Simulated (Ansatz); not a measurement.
**GaN₂H₅: small, medium and large basis sets**

Aim: see how fast density functionals converge with the basis set for GaN₂H₅.

The runs use Ansatz 0.2.0, Gaussian basis; one geometry, several basis sets.

Plan: PBE0-D4/def2-SVP; ωB97M-V/def2-SVP; PBE0-D4/def2-QZVPP; ωB97M-V/def2-QZVPP; the functionals' def2-TZVPP values are taken from earlier runs.

## (1) Structure used throughout

An earlier PBE0-D4 in a triple-zeta def2 set relaxation fixed the geometry.

SMILES `[NH2][GaH][NH2]`, 8 atoms, charge 0, spin multiplicity 1.

Atoms are counted from 1 here; the program's logs count them from 0.

Bond lengths: N1–Ga2 1.816 Å, N1–H4 1.005 Å, N1–H5 1.005 Å, Ga2–N3 1.816 Å, Ga2–H6 1.553 Å, N3–H7 1.004 Å, N3–H8 1.005 Å. Angles: Ga2–N1–H4 124.7°, Ga2–N1–H5 123.2°, H4–N1–H5 111.9°, N1–Ga2–N3 117.1°, N1–Ga2–H6 121.4°, N3–Ga2–H6 121.4°, Ga2–N3–H7 123.2°, Ga2–N3–H8 124.7°, H7–N3–H8 112.0°.

## (2) PBE0-D4 in def2-SVP

in.yaml

```yaml
crystal:
  periodic: [false, false, false]
  atoms:
    - {symbol: N, position_ang: [-1.049649, 0.718438, -0.930375]}
    - {symbol: Ga, position_ang: [0.193172, 0.505738, 0.376407]}
    - {symbol: N, position_ang: [0.884644, -1.158503, 0.598436]}
    - {symbol: H, position_ang: [-1.406579, -0.023964, -1.505982]}
    - {symbol: H, position_ang: [-1.523115, 1.587518, -1.102280]}
    - {symbol: H, position_ang: [0.647470, 1.696838, 1.264136]}
    - {symbol: H, position_ang: [1.604277, -1.370520, 1.266378]}
    - {symbol: H, position_ang: [0.649790, -1.955546, 0.033280]}
basis:
  gaussian: {orbitals: def2-SVP}
hamiltonian: {xc: pbe0, dispersion: d4}
output: {orbitals: {seedname: orbitals}}
```

The run is started by

```sh
$ ansatz run in.yaml --threads 2 --pin off --events-out ev --progress --plain --max-ram 22528MiB --backend cpu
```

Further steps of the session: ωB97M-V in def2-SVP; PBE0-D4 in def2-QZVPP; ωB97M-V in def2-QZVPP.

Q: Predict the results of all the runs planned. Wanted: PBE0-D4: double and triple zeta above quadruple; ωB97M-V: double and triple zeta above quadruple.

**Answer**, as computed:

```
                                       quantity           value
PBE0-D4: double and triple zeta above quadruple  11.94, 1.41 eV
ωB97M-V: double and triple zeta above quadruple  12.02, 1.37 eV
```

For PBE0-D4 the step from double to triple zeta gains 10.53 eV and the next only 1.41 eV. Total energies overstate the basis error of differences, where much of it tends to cancel. The LUMO of ωB97M-V is positive and keeps falling with the basis (2.33 to 1.48 eV): an unbound level that the basis holds in place.
